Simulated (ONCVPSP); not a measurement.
**Tm: generating and testing an ONCV potential**

Aim: build the potential from the settings below, then test how well it stands in for the atom: other configurations, scattering, ghost states and the plane-wave cutoff that it needs.

The numbers are computed with ONCVPSP 4.0.1.1 (patched build) (PBEsol, scalar-relativistic, spin-unpolarised reference atom).

15 further runs of the same task are left out: 8 that didn't finish, 7 set aside as unsound or not needed.

## (1) Settings

Typed settings, in words:

```
element                 : thulium (Tm, Z = 69)
type                    : optimised norm-conserving Vanderbilt (ONCV)
frozen core             : [Kr] 4d10
valence charge          : 23
reference configuration : 4f13 5s2 5p6 6s1 (charge +1)
partial waves           : 5s+6s: rc 2.15 bohr, ncon 4, nbas 7, qcut 5 1/bohr, 2 projectors; 5p: rc 2.05 bohr, ncon 3, nbas 7, qcut 8.2 1/bohr, 1 projector; d scattering state at 0.07 Ha: rc 2.20 bohr, ncon 4, nbas 8, qcut 4.4 1/bohr, 2 projectors, debl 0.6 Ha; 4f: rc 0.70 bohr, ncon 4, nbas 9, qcut 23.3 1/bohr, 3 projectors, debl 1.3 Ha
local potential         : polynomial inside 0.65 bohr (lpopt 2, dvloc0 0 Ha)
core correction         : polynomial model core, fcfact 0.3
```

The outer shells as boxes (Hund's rule for the drawing; the calculation is spin-unpolarised):

```
[Kr] core
4d [↑↓][↑↓][↑↓][↑↓][↑↓]
4f [↑↓][↑↓][↑↓][↑↓][↑↓][↑↓][↑ ]
5s [↑↓]
5p [↑↓][↑↓][↑↓]
6s [↑ ]
```

The nodes and maxima of the atom's own shells, from an earlier all-electron run, set the scale for the radii.

All-electron outer shells of the reference configuration (PBEsol, scalar-relativistic, ld1.x):

```json
{"shell": "5s", "level (eV)": "-60.17", "outermost node (bohr)": "0.59", "outermost maximum (bohr)": "1.10"}
{"shell": "5p", "level (eV)": "-33.67", "outermost node (bohr)": "0.64", "outermost maximum (bohr)": "1.26"}
{"shell": "4f", "level (eV)": "-9.80", "outermost node (bohr)": "–", "outermost maximum (bohr)": "0.50"}
{"shell": "6s", "level (eV)": "-9.15", "outermost node (bohr)": "1.48", "outermost maximum (bohr)": "3.09"}
{"shell": "5d", "level (eV)": "-6.58", "outermost node (bohr)": "0.72", "outermost maximum (bohr)": "1.97"}
{"shell": "6p", "level (eV)": "-5.46", "outermost node (bohr)": "1.81", "outermost maximum (bohr)": "4.07"}
```

## (2) Generating the potential

File Tm.dat:

```
# ATOM AND REFERENCE CONFIGURATION
# atsym  z   nc   nv     iexc    psfile
  Tm 69.00    9    4  -116133      upf
#
#   n    l    f
    1    0    2.00
    2    0    2.00
    2    1    6.00
    3    0    2.00
    3    1    6.00
    3    2   10.00
    4    0    2.00
    4    1    6.00
    4    2   10.00
    4    3   13.00
    5    0    2.00
    5    1    6.00
    6    0    1.00
#
# PSEUDOPOTENTIAL AND OPTIMIZATION
# lmax
    3
#
#   l,   rc,      ep,       ncon, nbas, qcut
    0    2.15    0.00    4    7    5.00
    1    2.05    0.00    3    7    8.20
    2    2.20    0.07    4    8    4.40
    3    0.70    0.00    4    9   23.30
#
# LOCAL POTENTIAL
# lloc, lpopt,  rc(5),   dvloc0
    4    2    0.65    0.00
#
# VANDERBILT-KLEINMAN-BYLANDER PROJECTORs
# l, nproj, debl
    0    2    3.80
    1    1    0.80
    2    2    0.60
    3    3    1.30
#
# MODEL CORE CHARGE
# icmod, fcfact, rcfact
    1    0.30    0.00
#
# LOG DERIVATIVE ANALYSIS
# epsh1, epsh2, depsh
   -4.00    5.00    0.02
#
# OUTPUT GRID
# rlmax, drl
    6.00    0.01
#
# TEST CONFIGURATIONS
# ncnf
    4
# nvcnf
#   n    l    f
    4
    4    3   13.00
    5    0    2.00
    5    1    6.00
    6    0    2.00
#
    4
    4    3   13.00
    5    0    2.00
    5    1    6.00
    6    0    0.00
#
    4
    4    3   12.00
    5    0    2.00
    5    1    6.00
    6    0    0.00
#
    5
    4    3   13.00
    5    0    2.00
    5    1    6.00
    6    0    0.00
    5    2    1.00
#
```

Launch:

```sh
$ oncvpsp.x < Tm.dat > Tm.out
```

**Question.** What will these runs give? Wanted: cutoffs for 1 and 0.1 mHa per electron, occupied waves; bound ghosts; GHOST(+) flags; largest test error; largest phase difference near zero energy, channels read; rms error of d²Exc/dn², without and with the model core; projector energies reset by the program.

As calculated:

| quantity | value |
| --- | --- |
| cutoffs for 1 and 0.1 mHa per electron, occupied waves | 235 Ha and 263 Ha |
| bound ghosts | s at -192.20 eV, p at -77.11 eV |
| GHOST(+) flags | f at -8 eV, f at 14666 eV |
| largest test error (AE − PS) | -103 meV, for 4f12 5s2 5p6 6s0 |
| largest phase difference near zero energy, channels read | 0.006 rad |
| rms error of d²Exc/dn², without and with the model core | 5.85 and 2.45 mHa |
| projector energies reset by the program | d: 0.050, 0.650 Ha |

What this shows: A bound ghost (s, p) makes it unfit for use: electrons can fall into a state that the atom doesn't have. By total energies transferability is fair for so large an energy: the largest error is 103 meV on 38.5 eV, for 4f12 5s2 5p6 6s0. It counts as very hard, with 235 Ha needed at the looser tolerance. At the looser tolerance the 4f wave is the slowest; 5p needs 18 Ha. Near zero energy the phases of the channels with partial waves agree within 0.006 rad. The pseudo curves have a pole with no partner nearby in the atom's: p at -2.82 Ha. The program also flags highly localised states, GHOST(+) (f). All of this concerns the isolated atom, not yet a solid.
